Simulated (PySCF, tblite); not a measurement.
# C₄H₇OSSi radical: geometry, infrared bands and EPR parameters

What infrared bands and EPR parameters should C₄H₇OSSi radical (`C=C1C[SiH2][CH][S@]1=O`) show?

Programs: tblite 0.8.0 and PySCF 2.14.0, with density-fitted response routines of our own. Each step states its level of theory. These are calculated values for one molecule in the gas phase, unless marked as measured. Atoms count from 0, in the outputs and in this text.

### Step 1. The molecule as given

14 atoms, charge 0, multiplicity 2; geometry from: force field or distance geometry start.

Bonds of the start (Å): C0–C1 1.36, C1–C2 1.51, C2–Si3 1.91, Si3–C4 1.82, C4–S5 1.78, S5–O6 1.50, S5–C1 1.81, C0–H7 1.09, C0–H8 1.08, C2–H9 1.09, C2–H10 1.09, Si3–H11 1.50, Si3–H12 1.47, C4–H13 1.07.

### Step 2. Optimising the geometry with GFN2-xTB

The job: settings as JSON, then the geometry in Å.

```
{"job": {"kind": "relax", "xc": "GFN2-xTB", "basis": "xTB"}, "charge": 0, "multiplicity": 2}
C      2.232900     0.183700     0.352400
C      0.957500     0.158100    -0.108200
C      0.221000    -1.126600    -0.388200
Si    -1.635000    -0.723300    -0.228500
C     -1.578600     1.090100    -0.129700
S      0.076700     1.726200    -0.304200
O      0.324700     2.516500     0.946800
H      2.727100     1.129400     0.592100
H      2.794600    -0.727900     0.518300
H      0.412900    -1.444100    -1.414200
H      0.491300    -1.930100     0.292200
H     -2.204300    -1.313200     1.025800
H     -2.396900    -1.197500    -1.398300
H     -2.424500     1.658300     0.206600
```

Run with:

```sh
OMP_NUM_THREADS=1 python probes_run.py task.json out
```

One launch serves the whole session: the jobs run in the order shown.

**Question.** This job is followed by: GFN2-xTB harmonic vibrations, gas phase; UKS B3LYP, pcH-1 on C H O S Si, non-relativistic, mean-field spin-orbit, GIAO. Predict these results of the whole session: strongest single infrared mode (GFN2-xTB); zero-point energy (GFN2-xTB); g(iso) (B3LYP); ⟨S²⟩; largest a(iso); potential on the surface of density 0.002 e/bohr³, 1st and 99th percentile.

As calculated:

| quantity | value |
| --- | --- |
| strongest single infrared mode (GFN2-xTB) | 2219 cm⁻¹, 393 km/mol |
| zero-point energy (GFN2-xTB) | 58.8 kcal/mol |
| g(iso) (B3LYP) | 2.00338 |
| ⟨S²⟩ | 0.757 (exact 0.75) |
| largest a(iso) | 13C on C4, 76.9 MHz |
| potential on the surface of density 0.002 e/bohr³, 1st and 99th percentile | -1.96 V and 1.40 V |

Over 82 steps the energy fell by 0.407 eV; of the close pairs, C0–C1 changed most, 1.356 to 1.315 Å. No mode is imaginary among the 36: a minimum at this level. The strongest single mode, at 2219 cm⁻¹, moves mainly H12. Unscaled tight-binding wavenumbers are off by several per cent, some by more. Its intensities can rank the bands wrongly. C4 carries the largest spin population, 0.85 e. The isotropic g lies 1.1 ppt above the free-electron value. These values are for one conformer; the search (at its own cheap level) found 2 more, at 0.00, 4.37 kcal/mol (those within 0.05 may be mirror or relabelled copies), and measured spectra average over such forms.
